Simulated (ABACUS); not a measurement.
# Ba2Tl5V3O12 (P-3m1) in ABACUS: a series of runs, part 2 of 2

ABACUS 3.10.1.

## 3. Single point, PBE, collinear spin, ferromagnetic start

The input, INPUT:

```
INPUT_PARAMETERS
suffix              Ba2Tl5V3O12
calculation         scf
basis_type          pw
pseudo_dir          ./
symmetry            1
dft_functional      pbe
ecutwfc             92
pseudo_rcut         7
nspin               2
nbands              127
ks_solver           dav
smearing_method     fd
smearing_sigma      0.00367493
scf_thr             1e-08
scf_nmax            100
mixing_type         broyden
mixing_beta         0.4
cal_force           1
cal_stress          1
out_chg             1
kpar                8
```

The input, STRU:

```
ATOMIC_SPECIES
Ba 137.3270 Ba.upf
V 50.9415 V.upf
Tl 204.3800 Tl.upf
O 15.9990 O.upf

LATTICE_CONSTANT
1.8897261246

LATTICE_VECTORS
8.1542100000 0.0000000000 0.0000000000
-4.0771100000 7.0617600000 0.0000000000
0.0000000000 0.0000000000 6.9212800000

ATOMIC_POSITIONS
Direct

Ba
0.0
2
0.0000000000 0.0000000000 0.2355200000 1 1 1 mag 0
0.0000000000 0.0000000000 0.7644800000 1 1 1 mag 0

V
0.0
3
0.5000000000 0.0000000000 0.0000000000 1 1 1 mag 2
0.0000000000 0.5000000000 0.0000000000 1 1 1 mag 2
0.5000000000 0.5000000000 0.0000000000 1 1 1 mag 2

Tl
0.0
5
0.5000000000 0.0000000000 0.5000000000 1 1 1 mag 0
0.0000000000 0.5000000000 0.5000000000 1 1 1 mag 0
0.5000000000 0.5000000000 0.5000000000 1 1 1 mag 0
0.3333300000 0.6666700000 0.2248900000 1 1 1 mag 0
0.6666700000 0.3333300000 0.7751100000 1 1 1 mag 0

O
0.0
12
0.3389000000 0.3433400000 0.8144400000 1 1 1 mag 0
0.6566600000 0.9955600000 0.8144400000 1 1 1 mag 0
0.0044400000 0.6611000000 0.8144400000 1 1 1 mag 0
0.3433400000 0.3389000000 0.1855600000 1 1 1 mag 0
0.9955600000 0.6566600000 0.1855600000 1 1 1 mag 0
0.6611000000 0.0044400000 0.1855600000 1 1 1 mag 0
0.6611000000 0.6566600000 0.1855600000 1 1 1 mag 0
0.3433400000 0.0044400000 0.1855600000 1 1 1 mag 0
0.9955600000 0.3389000000 0.1855600000 1 1 1 mag 0
0.6566600000 0.6611000000 0.8144400000 1 1 1 mag 0
0.0044400000 0.3433400000 0.8144400000 1 1 1 mag 0
0.3389000000 0.9955600000 0.8144400000 1 1 1 mag 0
```

The input, KPT:

```
K_POINTS
0
Gamma
3 3 3 0 0 0
```

Potentials or basis: Ansatz NC PBE, plane waves.

Launch:

```bash
> OMP_NUM_THREADS=1 mpirun -np 8 abacus > log
```

Run time: 20 min. Hardware: 8 MPI ranks of Intel Xeon 6975P-C (Granite Rapids), shared host; peak memory 16 GiB.

The run converged. Its results:

| Property | Result |
| --- | --- |
| Free energy | -23335.7067 eV |
| Pressure | 0.1 GPa |
| Largest force | 0.023 eV/Å |
| Band gap on the k mesh | none (metal or under the smearing width) |
| Net moment | 0.00 μB per cell |
| Absolute moment | 0.00 μB per cell |

Forces in eV/Å, atoms in the order of the input:
```
Ba   0.000  0.000 -0.004
Ba   0.000  0.000  0.004
V   -0.001  0.000  0.001
V    0.001 -0.002  0.000
V    0.001  0.002  0.000
Tl   0.000  0.000  0.000
Tl   0.000 -0.001  0.000
Tl   0.000  0.001  0.000
Tl   0.001  0.000  0.019
Tl  -0.001  0.000 -0.019
O   -0.015 -0.015 -0.003
O    0.021 -0.006 -0.003
O   -0.006  0.022 -0.004
O   -0.005 -0.021  0.003
O   -0.016  0.016  0.004
O    0.021  0.006  0.003
O    0.015  0.015  0.003
O   -0.021  0.006  0.003
O    0.006 -0.022  0.004
O    0.005  0.021 -0.003
O    0.016 -0.016 -0.004
O   -0.021 -0.006 -0.003
```

Stress tensor (GPa, compression positive):
```
0.05 0.00 0.00
0.00 0.05 0.00
0.00 0.00 0.31
```

Levels at points of the mesh, in eV from the Fermi level:
Spin up:
```csv
k point,band 94,band 95,band 96,band 97,band 98,band 99,band 100,band 101
"(0.00, 0.00, 0.00)",-0.99,-0.75,-0.75,-0.61,-0.40,-0.03,0.55,0.55
```
Spin down:
| k point | band 94 | band 95 | band 96 | band 97 | band 98 | band 99 | band 100 | band 101 |
| --- | --- | --- | --- | --- | --- | --- | --- | --- |
| (0.00, 0.00, 0.00) | -0.99 | -0.75 | -0.75 | -0.61 | -0.40 | -0.03 | 0.55 | 0.55 |

Caveat: there are fewer bands than atomic start orbitals, so a level may be missed at k points of high symmetry; semilocal functionals often make such compounds metallic where correlation or magnetic order opens a gap, which also shifts bond lengths. With open d or f shells a metallic result of PBE can be an artefact of self-interaction; +U or a hybrid may open a gap.
